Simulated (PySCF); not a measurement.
# Thiophene-2-carbonyl fluoride (2p) (C5H3FOS): NMR shifts, electronic excitations and K edges in gas and solvents, part 2 of 2

PySCF 2.14.0. Atoms count from 0. The steps go on from the part before.

## Step 8: TDDFT and polarisability: wB97X-D/def2-SVPD

What the job is given:

```
{"job": {"kind": "uv", "xc": "wB97X-D", "basis": "def2-SVPD", "dynamic": true, "nstates": 6, "ntriplets": 0}, "charge": 0, "multiplicity": 1}
O      2.793793     1.195125     0.524386
C      2.121686     0.252994     0.260229
F      2.671009    -0.954790     0.055548
C      0.672684     0.206157     0.110938
C     -0.127092    -0.872402    -0.207215
C     -1.496210    -0.524422    -0.267216
C     -1.703963     0.807930     0.007820
S     -0.252280     1.645596     0.333242
H      0.276495    -1.868824    -0.387035
H     -2.300048    -1.222410    -0.502668
H     -2.654558     1.340544     0.031605
```

Method: TDDFT wB97X-D/def2-SVPD, vertical, gas phase, core orbitals frozen in the response.

The log of the run:

```text
coarse grid: 11088 points
cycle   1  E = -764.8228794486  dE =  1.813e+00  |g| = 9.222e-01  |ddm| = 6.431e+00
cycle   2  E = -764.6505593040  dE =  1.723e-01  |g| = 1.397e+00  |ddm| = 2.980e+00
cycle   3  E = -764.9975733809  dE = -3.470e-01  |g| = 1.321e-01  |ddm| = 1.924e+00
cycle   4  E = -765.0001589118  dE = -2.586e-03  |g| = 7.054e-02  |ddm| = 2.613e-01
cycle   5  E = -765.0010692035  dE = -9.103e-04  |g| = 9.633e-03  |ddm| = 1.110e-01
cycle   6  E = -765.0010968249  dE = -2.762e-05  |g| = 4.683e-03  |ddm| = 3.891e-02
cycle   7  E = -765.0011030684  dE = -6.243e-06  |g| = 1.586e-03  |ddm| = 1.468e-02
final grid: 106720 points
cycle   8  E = -765.0970614193  dE = -9.640e-05  |g| = 7.679e-03  |ddm| = 2.245e-01
cycle   9  E = -765.0970598408  dE =  1.578e-06  |g| = 8.935e-03  |ddm| = 2.805e-02
cycle  10  E = -765.0970736749  dE = -1.383e-05  |g| = 9.592e-04  |ddm| = 1.154e-02
cycle  11  E = -765.0970738414  dE = -1.665e-07  |g| = 5.428e-04  |ddm| = 3.631e-03
cycle  12  E = -765.0970739190  dE = -7.761e-08  |g| = 1.852e-04  |ddm| = 1.294e-03
cycle  13  E = -765.0970739289  dE = -9.922e-09  |g| = 6.077e-05  |ddm| = 6.330e-04
cycle  14  E = -765.0970739304  dE = -1.493e-09  |g| = 2.150e-05  |ddm| = 2.404e-04
cycle  15  E = -765.0970739308  dE = -3.106e-10  |g| = 1.019e-05  |ddm| = 9.636e-05
converged SCF energy = -765.0970739308

Static polarisability (au): isotropic 78.417, principal 48.145 84.855 102.250

Singlet excitations
state   eV       nm        f      main configurations
  1   5.0179    247.1   0.17218   H->L 0.80, H-1->L 0.16
  2   5.3208    233.0   0.15434   H-1->L 0.79, H->L 0.16
  3   5.4854    226.0   0.00002   H-2->L 0.88
  4   6.7262    184.3   0.00002   H-1->L+1 0.40, H->L+1 0.30
  5   6.7772    182.9   0.00176   H->L+1 0.41, H-1->L+1 0.30
  6   7.1044    174.5   0.00165   H-3->L 0.95
```

It took 46 s on 1 thread of Intel Xeon Platinum 8259CL at 2.50GHz, shared host; peak memory 0.96 GiB.

Frontier orbitals and where they lie:

| orbital | eV | atoms |
| --- | --- | --- |
| HOMO−3 | -12.48 | S7 59 %, C3 10 %, C6 9 % |
| HOMO−2 | -11.15 | O0 69 %, C1 10 %, F2 9 % |
| HOMO−1 | -9.84 | S7 42 %, C4 22 %, C5 14 % |
| HOMO | -9.53 | C3 26 %, C6 25 %, C5 18 % |
| LUMO | -0.49 | C6 16 %, S7 15 %, C4 15 % |
| LUMO+1 | 1.77 | S7 68 %, C6 7 %, H10 7 % |
| LUMO+2 | 1.98 | C5 28 %, C6 18 %, C4 12 % |

With each of the 6 states as a Gaussian band of 0.4 eV half-width at 1/e, the curve within the window shown has maxima at 240 nm (ε 11,000), 178 nm (ε 120) L/(mol cm). Beyond the last state computed it falls off for lack of states. The curve at chosen wavelengths:

| nm | ε (L/mol/cm) |
| --- | --- |
| 167 | 44 |
| 172 | 89 |
| 176 | 113 |
| 181 | 113 |
| 185 | 91 |
| 190 | 55 |
| 194 | 35 |
| 199 | 53 |
| 203 | 158 |
| 208 | 567 |
| 212 | 1296 |
| 217 | 2897 |
| 221 | 4701 |
| 226 | 7272 |
| 230 | 9184 |
| 235 | 10880 |
| 239 | 11442 |
| 244 | 11090 |
| 248 | 10097 |
| 253 | 8293 |
| 257 | 6673 |
| 262 | 4741 |
| 266 | 3422 |
| 271 | 2143 |
| 275 | 1408 |
| 280 | 791 |

Ground-state properties from the same run:

| property | computed |
| --- | --- |
| dipole moment (D) | 4.33 |
| polarisability (Å³) | 11.62 |
| HOMO–LUMO gap (eV) | 9.04 |
| −ε(HOMO) (eV) | 9.53 |
| C6 with itself (au) | 2359 |

## Step 9: Excited states and response: wB97X-D/def2-SVPD in benzene

Settings changed since step 8:

```diff
@@ -1,2 +1,2 @@
-{"job": {"kind": "uv", "xc": "wB97X-D", "basis": "def2-SVPD", "dynamic": true, "nstates": 6, "ntriplets": 0}, "charge": 0, "multiplicity": 1}
+{"job": {"kind": "uv", "xc": "wB97X-D", "basis": "def2-SVPD", "solvent": "benzene", "nstates": 6, "ntriplets": 0}, "charge": 0, "multiplicity": 1}
 O      2.793793     1.195125     0.524386
```

With the program's defaults for keys left out, this is: TDDFT wB97X-D/def2-SVPD, vertical, IEF-PCM benzene (non-equilibrium linear response), core orbitals frozen in the response.

The log of the run:

```text
coarse grid: 11088 points
cycle   1  E = -764.8329144623  dE =  1.803e+00  |g| = 9.105e-01  |ddm| = 6.437e+00
cycle   2  E = -764.6911244497  dE =  1.418e-01  |g| = 1.326e+00  |ddm| = 2.806e+00
cycle   3  E = -765.0022427354  dE = -3.111e-01  |g| = 1.147e-01  |ddm| = 1.761e+00
cycle   4  E = -765.0041707930  dE = -1.928e-03  |g| = 6.523e-02  |ddm| = 2.322e-01
cycle   5  E = -765.0049385889  dE = -7.678e-04  |g| = 9.109e-03  |ddm| = 1.000e-01
cycle   6  E = -765.0049627976  dE = -2.421e-05  |g| = 4.173e-03  |ddm| = 3.507e-02
cycle   7  E = -765.0049677896  dE = -4.992e-06  |g| = 1.404e-03  |ddm| = 1.322e-02
final grid: 106720 points
cycle   8  E = -765.1008892485  dE = -9.737e-05  |g| = 7.701e-03  |ddm| = 2.247e-01
cycle   9  E = -765.1008885969  dE =  6.516e-07  |g| = 8.719e-03  |ddm| = 2.801e-02
cycle  10  E = -765.1009016894  dE = -1.309e-05  |g| = 9.458e-04  |ddm| = 1.122e-02
cycle  11  E = -765.1009018635  dE = -1.740e-07  |g| = 5.171e-04  |ddm| = 3.476e-03
cycle  12  E = -765.1009019373  dE = -7.383e-08  |g| = 1.802e-04  |ddm| = 1.353e-03
cycle  13  E = -765.1009019471  dE = -9.836e-09  |g| = 5.872e-05  |ddm| = 6.091e-04
cycle  14  E = -765.1009019487  dE = -1.530e-09  |g| = 2.175e-05  |ddm| = 2.273e-04
cycle  15  E = -765.1009019490  dE = -3.279e-10  |g| = 8.743e-06  |ddm| = 9.893e-05
converged SCF energy = -765.1009019490

Static polarisability (au): isotropic 91.300, principal 54.474 99.453 119.974

Singlet excitations
state   eV       nm        f      main configurations
  1   4.8757    254.3   0.24376   H->L 0.85, H-1->L 0.11
  2   5.1863    239.1   0.20696   H-1->L 0.85, H->L 0.11
  3   5.6069    221.1   0.00003   H-2->L 0.88
  4   6.7266    184.3   0.00004   H-1->L+1 0.56, H->L+1 0.18, H-1->L+5 0.10
  5   6.7852    182.7   0.00214   H->L+1 0.57, H-1->L+1 0.19, H->L+5 0.08
  6   7.0474    175.9   0.00233   H-3->L 0.95
```

Wall time 40 s (1 thread of Intel Xeon Platinum 8259CL at 2.50GHz, shared host); peak memory 1 GiB.

This run: HOMO -9.43 eV, LUMO -0.44 eV; lowest singlet 4.88 eV.

## Step 10: TDDFT and polarisability: wB97X-D/def2-SVPD in chloroform

Settings changed since step 9:

```diff
@@ -1,2 +1,2 @@
-{"job": {"kind": "uv", "xc": "wB97X-D", "basis": "def2-SVPD", "solvent": "benzene", "nstates": 6, "ntriplets": 0}, "charge": 0, "multiplicity": 1}
+{"job": {"kind": "uv", "xc": "wB97X-D", "basis": "def2-SVPD", "solvent": "chloroform", "nstates": 6, "ntriplets": 0}, "charge": 0, "multiplicity": 1}
 O      2.793793     1.195125     0.524386
```

Method: TDDFT wB97X-D/def2-SVPD, vertical, IEF-PCM chloroform (non-equilibrium linear response), core orbitals frozen in the response.

The log of the run:

```text
coarse grid: 11088 points
cycle   1  E = -764.8381863580  dE =  1.798e+00  |g| = 9.045e-01  |ddm| = 6.440e+00
cycle   2  E = -764.7106498491  dE =  1.275e-01  |g| = 1.291e+00  |ddm| = 2.729e+00
cycle   3  E = -765.0048767097  dE = -2.942e-01  |g| = 1.067e-01  |ddm| = 1.689e+00
cycle   4  E = -765.0065396886  dE = -1.663e-03  |g| = 6.284e-02  |ddm| = 2.225e-01
cycle   5  E = -765.0072469868  dE = -7.073e-04  |g| = 8.956e-03  |ddm| = 9.650e-02
cycle   6  E = -765.0072697367  dE = -2.275e-05  |g| = 3.926e-03  |ddm| = 3.354e-02
cycle   7  E = -765.0072741950  dE = -4.458e-06  |g| = 1.325e-03  |ddm| = 1.262e-02
final grid: 106720 points
cycle   8  E = -765.1031706234  dE = -9.794e-05  |g| = 7.663e-03  |ddm| = 2.250e-01
cycle   9  E = -765.1031704810  dE =  1.424e-07  |g| = 8.550e-03  |ddm| = 2.812e-02
cycle  10  E = -765.1031830155  dE = -1.253e-05  |g| = 9.498e-04  |ddm| = 1.083e-02
cycle  11  E = -765.1031831984  dE = -1.828e-07  |g| = 5.027e-04  |ddm| = 3.411e-03
cycle  12  E = -765.1031832710  dE = -7.267e-08  |g| = 1.797e-04  |ddm| = 1.416e-03
cycle  13  E = -765.1031832810  dE = -1.003e-08  |g| = 5.885e-05  |ddm| = 5.999e-04
cycle  14  E = -765.1031832827  dE = -1.604e-09  |g| = 2.218e-05  |ddm| = 2.214e-04
cycle  15  E = -765.1031832830  dE = -3.567e-10  |g| = 8.268e-06  |ddm| = 1.015e-04
converged SCF energy = -765.1031832830

Static polarisability (au): isotropic 100.203, principal 59.682 109.376 131.551

Singlet excitations
state   eV       nm        f      main configurations
  1   4.8554    255.4   0.23921   H->L 0.85, H-1->L 0.11
  2   5.1676    239.9   0.20527   H-1->L 0.85, H->L 0.12
  3   5.6787    218.3   0.00002   H-2->L 0.88
  4   6.7327    184.2   0.00003   H-1->L+1 0.60, H->L+1 0.19, H-1->L+5 0.10
  5   6.7915    182.6   0.00195   H->L+1 0.62, H-1->L+1 0.19, H->L+5 0.09
  6   7.0233    176.5   0.00217   H-3->L 0.95
```

Run time: 47 s. Hardware: 1 thread of Intel Xeon Platinum 8259CL at 2.50GHz, shared host; peak memory 0.98 GiB.

In short: HOMO -9.38 eV, LUMO -0.42 eV; lowest singlet 4.86 eV.

## Step 11: Core excitations: BHandHLYP/def2-SVPD+aug-pcX-1+pcseg-1

Settings changed since step 10:

```diff
@@ -1,2 +1,2 @@
-{"job": {"kind": "uv", "xc": "wB97X-D", "basis": "def2-SVPD", "solvent": "chloroform", "nstates": 6, "ntriplets": 0}, "charge": 0, "multiplicity": 1}
+{"job": {"kind": "xas", "xc": "BHandHLYP", "basis": {"default": "aug-pcX-1", "H": "pcseg-1", "S": "def2-SVPD"}}, "charge": 0, "multiplicity": 1}
 O      2.793793     1.195125     0.524386
```

Method: core-valence-separated TDA BHandHLYP/aug-pcX-1 H:pcseg-1 S:def2-SVPD, K edges, non-relativistic, gas phase.

The log of the run:

```text
coarse grid: 11088 points
cycle   1  E = -765.0131957328  dE =  1.823e+00  |g| = 8.864e-01  |ddm| = 5.926e+00
cycle   2  E = -764.8641548210  dE =  1.490e-01  |g| = 1.326e+00  |ddm| = 2.414e+00
cycle   3  E = -765.1649614232  dE = -3.008e-01  |g| = 1.362e-01  |ddm| = 1.548e+00
cycle   4  E = -765.1674641576  dE = -2.503e-03  |g| = 7.958e-02  |ddm| = 2.318e-01
cycle   5  E = -765.1685480277  dE = -1.084e-03  |g| = 9.598e-03  |ddm| = 1.060e-01
cycle   6  E = -765.1685683198  dE = -2.029e-05  |g| = 5.412e-03  |ddm| = 2.703e-02
cycle   7  E = -765.1685768513  dE = -8.531e-06  |g| = 1.505e-03  |ddm| = 1.171e-02
final grid: 106720 points
cycle   8  E = -765.2353918540  dE = -9.095e-05  |g| = 3.302e-03  |ddm| = 8.617e-02
cycle   9  E = -765.2353914118  dE =  4.421e-07  |g| = 3.308e-03  |ddm| = 9.957e-03
cycle  10  E = -765.2353934391  dE = -2.027e-06  |g| = 6.064e-04  |ddm| = 4.843e-03
cycle  11  E = -765.2353934944  dE = -5.533e-08  |g| = 3.219e-04  |ddm| = 1.056e-03
cycle  12  E = -765.2353935153  dE = -2.086e-08  |g| = 4.656e-05  |ddm| = 4.784e-04
cycle  13  E = -765.2353935161  dE = -8.092e-10  |g| = 2.310e-05  |ddm| = 1.069e-04
converged SCF energy = -765.2353935161

C K edge
   eV          f      from atoms
  282.697   0.05464   C4
  283.072   0.05996   C6
  283.454   0.04868   C5
  283.538   0.03976   C3
  284.851   0.01651   C5
  285.538   0.08014   C1
  286.111   0.04375   C3
  286.264   0.01644   C5
  286.347   0.00872   C4
  286.484   0.03363   C6
  286.737   0.01670   C4
  287.025   0.02652   C6
  287.044   0.02218   C3
  287.169   0.00696   C5
  287.297   0.00333   C6
  287.598   0.00408   C4
  287.713   0.00414   C5
  287.730   0.00109   C5
  287.909   0.00259   C3
  287.922   0.00286   C5
  287.943   0.00475   C4
  288.016   0.00439   C3
  288.161   0.00382   C6
  288.166   0.00057   C4

O K edge
   eV          f      from atoms
  529.115   0.04329   O0
  534.159   0.00064   O0
  534.332   0.00464   O0
  534.823   0.00563   O0
  535.203   0.00399   O0
  535.433   0.00091   O0
  535.579   0.00038   O0
  535.769   0.00040   O0

F K edge
   eV          f      from atoms
  684.779   0.00936   F2
  686.872   0.01730   F2
  687.993   0.02021   F2
  688.115   0.00536   F2
  688.584   0.00376   F2
  688.780   0.00106   F2
  688.893   0.00116   F2
  689.094   0.00131   F2
```

Wall time 51 s (1 thread of Intel Xeon Platinum 8259CL at 2.50GHz, shared host); peak memory 1.1 GiB.

## Step 12: Comparing the runs: NMR shifts

Shifts (ppm) of some atoms, chosen among heavy atoms and hydrogens apart, with basis size and wall time (the measured row can stand on another reference than the computed rows):

| run | C6 | C4 | H8 | H9 | O0 | F2 | S7 | functions | time |
| --- | --- | --- | --- | --- | --- | --- | --- | --- | --- |
| PBE0/pcSseg-1 in benzene | 148.0 | 143.3 | 7.98 | 7.36 | 409.4 | 18.0 | 246 | 158 | 30 s |
| PBE0/pcSseg-1 in chloroform | 149.5 | 144.6 | 8.06 | 7.45 | 403.0 | 18.0 | 244 | 158 | 21 s |
| PBE0/pcSseg-1 in tetrahydrofuran | 150.0 | 145.2 | 8.10 | 7.49 | 400.4 | 18.0 | 243 | 158 | 23 s |
| WP04/pcSseg-1 in chloroform | 153.1 | 145.7 | 7.81 | 7.18 | 385.6 | 13.1 | 259 | 158 | 22 s |
| wB97X-D/pcSseg-1 in chloroform | 151.9 | 146.7 | 8.09 | 7.42 | 399.8 | 23.7 | 246 | 158 | 29 s |
| measured | – | – | – | – | – | 24.3 | – | – | – |

Measured: solution, CDCl3; Marie Gonay, Chloé Batisse, Jean-François Paquin, Synthesis of Acyl Fluorides from Carboxylic Acids Using NaF-Assisted Deoxofluorination with XtalFluor-E, J. Org. Chem. 2020, 85, 10253−10260.

## Step 13: Side by side: electronic excitations

Excitations and ground-state properties, with basis size and wall time:

| run | lowest singlet (eV) | brightest (eV) | f | gap (eV) | α (Å³) | μ (D) | functions | time |
| --- | --- | --- | --- | --- | --- | --- | --- | --- |
| wB97X-D/def2-SVPD | 5.02 | 5.02 | 0.172 | 9.04 | 11.62 | 4.33 | 197 | 46 s |
| wB97X-D/def2-SVPD in benzene | 4.88 | 4.88 | 0.244 | 8.99 | 13.53 | 4.96 | 197 | 40 s |
| wB97X-D/def2-SVPD in chloroform | 4.86 | 4.86 | 0.239 | 8.96 | 14.85 | 5.35 | 197 | 47 s |

The continuum's effect on the ground state:

| solvent | ε | polarisation energy (Eh) | μ (D) |
| --- | --- | --- | --- |
| benzene | 2.27 | -0.0042 | 4.96 |
| chloroform | 4.71 | -0.0071 | 5.35 |

## Step 14: What came out

The summary covers parts 1 to 2.

| quantity | value |
| --- | --- |
| point group | Cs |
| rotational constants (main isotopes) | 3.70, 1.41, 1.02 GHz |
| 13C shifts against TMS (PBE0/pcSseg-1, benzene) | 159.0, 148.0, 143.3, 136.1, 133.9 ppm |
| 1H shifts against TMS (PBE0/pcSseg-1, benzene) | 7.98, 7.85, 7.36 ppm |
| 17O shifts against H2O (PBE0/pcSseg-1, benzene) | 409.4 ppm |
| 19F shifts against CFCl3 (PBE0/pcSseg-1, benzene) | 18.0 ppm |
| 33S shifts against CS2 (PBE0/pcSseg-1, benzene) | 246 ppm |
| measured, and computed on the same scale | F2 δ 24.3, 18.0 ppm |
| lowest singlet (wB97X-D/def2-SVPD) | 5.02 eV (247 nm), f = 0.172 |
| C K edge | first line 282.70 eV, strongest 285.54 eV (f = 0.080) |
| O K edge | first line 529.12 eV, strongest 529.12 eV (f = 0.043) |
| F K edge | first line 684.78 eV, strongest 687.99 eV (f = 0.020) |
| range of the shift of O0 (PBE0/pcSseg-1 runs) | 400.4 to 409.4 ppm |
| range of the lowest singlet | 4.86 to 5.02 eV |

Over 8 steps the energy fell by 0.047 eV; of the close pairs, C1–F2 changed most, 1.374 to 1.343 Å. At PBE0/pcSseg-1: The largest span, 551 ppm, is at O0, where the paramagnetic term is -471 ppm. The one measured 19F shift is missed by -6.3 ppm (computed less measured, unscaled). Vibration and temperature are missing from the calculation, and it holds one conformer, so part of the miss against the measured shifts is not the functional's. NICS(1)zz of -26 ppm above the planar ring from C3 marks a diatropic (aromatic) ring current. The first singlet state (HOMO→LUMO 0.80, HOMO−1→LUMO 0.16) lies at 5.02 eV and is bright. At the O edge the strongest single line lifts a 1s electron of O0 into several orbitals, led by LUMO (weight 0.64), and it is the first line. At the F edge the strongest single line lifts a 1s electron of F2 into several orbitals, led by LUMO+3 (weight 0.31), 3.2 eV above the first line. Absolute edge energies from this method are off by several eV; spacings are better. At one level, PBE0/pcSseg-1: In ppm, O0 moves most: its shift spreads over 9.0 ppm, from 400.4 (PBE0/pcSseg-1 in tetrahydrofuran) to 409.4 (PBE0/pcSseg-1 in benzene). The lowest singlet runs from 4.86 eV (wB97X-D/def2-SVPD in chloroform) to 5.02 eV (wB97X-D/def2-SVPD), while the orbital gap spans 8.96 to 9.04 eV. The lowest state need not be the same one in every run. The continuum holds electrostatics alone: no hydrogen bonds to the solvent, and the gas-phase geometry is kept.
